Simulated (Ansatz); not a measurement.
# AlF2H2N: the cost of one run

Program: Ansatz 0.2.0. Level of theory: RKS B3LYP-D4/def2-SVP. These are calculated values, not measurements.

### Step 1. The starting structure

Bond lengths: Al1–F2 1.690 Å, Al1–N3 1.920 Å, N3–H4 1.060 Å, N3–H5 1.060 Å, Al1–F6 1.690 Å. Angles: F2–Al1–N3 120.0°, F2–Al1–F6 120.0°, N3–Al1–F6 120.0°, Al1–N3–H4 120.0°, Al1–N3–H5 120.0°, H4–N3–H5 120.0°.

Structure file:

```xyz
6

Al    0.0000    0.0000    0.0000
F     0.0000    0.0000    1.6900
N     1.6627    0.0000   -0.9600
H     2.1293   -0.9179   -1.2118
H     2.1141    0.9179   -1.2382
F    -1.4635    0.0000   -0.8450
```

### Step 2. Relaxing the start

Contents of input.yaml:

```yaml
crystal:
  periodic: [false, false, false]
  atoms:
    - { symbol: Al, position_ang: [0.0, 0.0, 0.0] }
    - { symbol: F, position_ang: [0.0, 0.0, 1.69] }
    - { symbol: "N", position_ang: [1.6627, 0.0, -0.96] }
    - { symbol: H, position_ang: [2.1293, -0.9179, -1.2118] }
    - { symbol: H, position_ang: [2.1141, 0.9179, -1.2382] }
    - { symbol: F, position_ang: [-1.4635, 0.0, -0.845] }
basis:
  gaussian: { orbitals: def2-SVP }
hamiltonian:
  xc: b3lyp
  dispersion: d4
relax:
  f_tol: 0.02
  max_steps: 40
output:
  orbitals: {}
```

Started as:

```sh
$ ansatz run input.yaml --threads 1 --pin off --max-ram 2048MiB --backend cpu --events-out ev --progress --plain --runs-dir out
```

Q: Estimate wall time and peak memory on 1 thread of AMD EPYC 7B13 (Zen 3), shared host.

About 19 s, with a peak of 0.15 GiB.
